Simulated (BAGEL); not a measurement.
# C2H7BO− (SMILES [BH2-]OCC): UHF/3-21G (density fitting with qzvpp-jkfit)

What is the energy change on altering one bond length of C2H7BO− at UHF/3-21G (density fitting with qzvpp-jkfit)? 

Program for the calculation: BAGEL 1.2.2.

1 further run of the same task is left out (set aside as unsound or not needed).

### Step 1. The molecule

C2H7BO−: 11 atoms, total charge -1, spin state doublet. As SMILES, `[BH2-]OCC`. The coordinates come from a GFN2-xTB relaxation. This is one conformer, not always the lowest.

Bond lengths: B1–O2 1.564 Å, O2–C3 1.361 Å, C3–C4 1.540 Å, B1–H5 1.232 Å, B1–H6 1.234 Å, C3–H7 1.120 Å, C3–H8 1.121 Å, C4–H9 1.089 Å, C4–H10 1.092 Å, C4–H11 1.089 Å. Some angles: B1–O2–C3 115.0°, O2–C3–C4 111.0°, O2–B1–H5 110.1°, O2–B1–H6 110.3°, O2–C3–H7 112.6°, O2–C3–H8 112.4°, C4–C3–H7 107.6°, C4–C3–H8 107.6°, C3–C4–H9 109.7°, C3–C4–H10 111.0°.

### Step 2. A single-point energy at UHF/3-21G (density fitting with qzvpp-jkfit)

Input file job.json:

```json
{ "bagel" : [

{
  "title" : "molecule",
  "basis" : "3-21g",
  "df_basis" : "qzvpp-jkfit",
  "angstrom" : true,
  "geometry" : [
    { "atom" : "B", "xyz" : [      -0.115420,       2.130290,       0.381790 ] },
    { "atom" : "O", "xyz" : [       0.028830,       0.787350,      -0.407570 ] },
    { "atom" : "C", "xyz" : [      -0.059830,      -0.337950,       0.352730 ] },
    { "atom" : "C", "xyz" : [       0.124150,      -1.602450,      -0.507390 ] },
    { "atom" : "H", "xyz" : [      -1.088520,       2.762890,      -0.032610 ] },
    { "atom" : "H", "xyz" : [       0.941210,       2.765650,       0.340780 ] },
    { "atom" : "H", "xyz" : [       0.707880,      -0.367530,       1.167360 ] },
    { "atom" : "H", "xyz" : [      -1.047960,      -0.423810,       0.875860 ] },
    { "atom" : "H", "xyz" : [      -0.635850,      -1.629320,      -1.286770 ] },
    { "atom" : "H", "xyz" : [       0.043940,      -2.504850,       0.101880 ] },
    { "atom" : "H", "xyz" : [       1.101560,      -1.580270,      -0.986060 ] }
  ]
},

{
  "title" : "uhf",
  "charge" : -1,
  "nopen" : 1
},

{
  "title" : "print",
  "file" : "orbitals.molden",
  "orbitals" : true
}

]}
```

Run with:

```console
$ BAGEL_NUM_THREADS=1 BAGEL job.json > job.out
```

Output:

```text
* using 1 threads per process

  ===============================================================
  ===============================================================

  *** Geometry ***

  { "atom" : "B", "xyz" : [     -0.218112,      4.025665,      0.721479 ] },
  { "atom" : "O", "xyz" : [      0.054481,      1.487876,     -0.770196 ] },
  { "atom" : "C", "xyz" : [     -0.113062,     -0.638633,      0.666563 ] },
  { "atom" : "C", "xyz" : [      0.234609,     -3.028192,     -0.958828 ] },
  { "atom" : "H", "xyz" : [     -2.057005,      5.221105,     -0.061624 ] },
  { "atom" : "H", "xyz" : [      1.778629,      5.226321,      0.643981 ] },
  { "atom" : "H", "xyz" : [      1.337699,     -0.694531,      2.205991 ] },
  { "atom" : "H", "xyz" : [     -1.980357,     -0.800885,      1.655136 ] },
  { "atom" : "H", "xyz" : [     -1.201582,     -3.078969,     -2.431643 ] },
  { "atom" : "H", "xyz" : [      0.083035,     -4.733480,      0.192525 ] },
  { "atom" : "H", "xyz" : [      2.081647,     -2.986278,     -1.863383 ] },

  Number of auxiliary basis functions:      428

  Since a DF basis is specified, we compute 2- and 3-index integrals:
    o Being stored without compression. Storage requirement is 0.009 GB

  Number of basis functions:       50
  Number of electrons      :       32

    * METHOD: MOLECULE                             0.18

  *** Open-shell HF ***

  === Nuclear Repulsion ===
   114.9769037057

      * DIIS with orbital gradients will be used.

  === UHF iteration (3-21g) ===
      0       -178.16418315          0.04950569           0.06
      1       -178.26519342          0.02666090           0.06
      2       -178.28718594          0.01711995           0.06
      3       -178.29926131          0.00142847           0.06
      4       -178.29961284          0.00049853           0.06
      5       -178.29966886          0.00016082           0.06
      6       -178.29969332          0.00003410           0.06
      7       -178.29969700          0.00001137           0.06
      8       -178.29969785          0.00000619           0.06
      9       -178.29969830          0.00000285           0.06
     10       -178.29969838          0.00000109           0.06
     11       -178.29969838          0.00000036           0.06
     12       -178.29969838          0.00000016           0.05
     13       -178.29969838          0.00000006           0.05
     14       -178.29969838          0.00000003           0.05
     15       -178.29969838          0.00000002           0.05
     16       -178.29969838          0.00000001           0.05
    * SCF iteration converged.

    * S^2 (UHF) is 0.7545

    * Permanent dipole moment:
           (   -0.104429,     3.044320,     0.190537) a.u.

    * METHOD: UHF                                  1.08

    * METHOD: PRINT                                0.01

  ===============================================================
```

It took 1.5 s on 1 thread of Intel Xeon Platinum 8259CL at 2.50GHz (Skylake/Cascade Lake), shared host; peak memory 0.08 GiB.

### Step 3. The distorted shape at the same level

Input file calc.json:

```json
{ "bagel" : [

{
  "title" : "molecule",
  "basis" : "3-21g",
  "df_basis" : "qzvpp-jkfit",
  "angstrom" : true,
  "geometry" : [
    { "atom" : "B", "xyz" : [      -0.261999,       2.126964,       0.453575 ] },
    { "atom" : "O", "xyz" : [      -0.117749,       0.784024,      -0.335785 ] },
    { "atom" : "C", "xyz" : [      -0.206409,      -0.341276,       0.424515 ] },
    { "atom" : "C", "xyz" : [      -0.022429,      -1.605776,      -0.435605 ] },
    { "atom" : "H", "xyz" : [      -1.235099,       2.759564,       0.039175 ] },
    { "atom" : "H", "xyz" : [       0.794631,       2.762324,       0.412565 ] },
    { "atom" : "H", "xyz" : [       0.561301,      -0.370856,       1.239145 ] },
    { "atom" : "H", "xyz" : [      -1.194539,      -0.427136,       0.947645 ] },
    { "atom" : "H", "xyz" : [      -0.782429,      -1.632646,      -1.214985 ] },
    { "atom" : "H", "xyz" : [      -0.102639,      -2.508176,       0.173665 ] },
    { "atom" : "H", "xyz" : [       1.101560,      -1.580270,      -0.986060 ] }
  ]
},

{
  "title" : "uhf",
  "charge" : -1,
  "nopen" : 1
},

{
  "title" : "print",
  "file" : "orbitals.molden",
  "orbitals" : true
}

]}
```

Run with:

```console
$ BAGEL_NUM_THREADS=1 BAGEL calc.json > calc.out
```

Output:

```text
* using 1 threads per process

  ===============================================================
  ===============================================================

  *** Geometry ***

  { "atom" : "B", "xyz" : [     -0.495106,      4.019379,      0.857133 ] },
  { "atom" : "O", "xyz" : [     -0.222513,      1.481591,     -0.634542 ] },
  { "atom" : "C", "xyz" : [     -0.390056,     -0.644918,      0.802217 ] },
  { "atom" : "C", "xyz" : [     -0.042385,     -3.034477,     -0.823174 ] },
  { "atom" : "H", "xyz" : [     -2.333999,      5.214820,      0.074030 ] },
  { "atom" : "H", "xyz" : [      1.501635,      5.220036,      0.779635 ] },
  { "atom" : "H", "xyz" : [      1.060705,     -0.700816,      2.341645 ] },
  { "atom" : "H", "xyz" : [     -2.257352,     -0.807170,      1.790790 ] },
  { "atom" : "H", "xyz" : [     -1.478577,     -3.085254,     -2.295989 ] },
  { "atom" : "H", "xyz" : [     -0.193960,     -4.739766,      0.328179 ] },
  { "atom" : "H", "xyz" : [      2.081647,     -2.986278,     -1.863383 ] },

  Number of auxiliary basis functions:      428

  Since a DF basis is specified, we compute 2- and 3-index integrals:
    o Being stored without compression. Storage requirement is 0.009 GB

  Number of basis functions:       50
  Number of electrons      :       32

    * METHOD: MOLECULE                             0.18

  *** Open-shell HF ***

  === Nuclear Repulsion ===
   114.4035879187

      * DIIS with orbital gradients will be used.

  === UHF iteration (3-21g) ===
      0       -178.15143541          0.04915781           0.06
      1       -178.25148161          0.02671837           0.06
      2       -178.27358026          0.01719793           0.06
      3       -178.28576872          0.00145462           0.06
      4       -178.28612887          0.00050078           0.06
      5       -178.28618293          0.00016242           0.06
      6       -178.28620724          0.00003590           0.06
      7       -178.28621100          0.00001205           0.06
      8       -178.28621189          0.00000651           0.06
      9       -178.28621235          0.00000289           0.06
     10       -178.28621243          0.00000112           0.07
     11       -178.28621243          0.00000038           0.06
     12       -178.28621243          0.00000016           0.06
     13       -178.28621243          0.00000007           0.05
     14       -178.28621243          0.00000003           0.05
     15       -178.28621243          0.00000002           0.05
     16       -178.28621243          0.00000001           0.05
    * SCF iteration converged.

    * S^2 (UHF) is 0.7544

    * Permanent dipole moment:
           (   -0.041735,     3.032509,     0.152059) a.u.

    * METHOD: UHF                                  1.10

    * METHOD: PRINT                                0.01

  ===============================================================
```

It took 1.5 s on 1 thread of Intel Xeon Platinum 8259CL at 2.50GHz (Skylake/Cascade Lake), shared host; peak memory 0.08 GiB.

### Step 4. Summary of results

At UHF/3-21G (density fitting with qzvpp-jkfit):

| quantity | value |
| --- | --- |
| first shape: total energy | -178.29970 Eh |
| first shape: ⟨S²⟩ | 0.754 |
| distorted shape: total energy | -178.28621 Eh |
| distorted shape: ⟨S²⟩ | 0.754 |
| energy change with the C4–H11 bond stretched from 1.089 to 1.252 Å | 0.367 eV |

What this shows: With the C4–H11 bond stretched from 1.089 to 1.252 Å the energy rises by 0.37 eV (8.5 kcal/mol). The first shape isn't relaxed at this level, so the change isn't measured from a minimum.
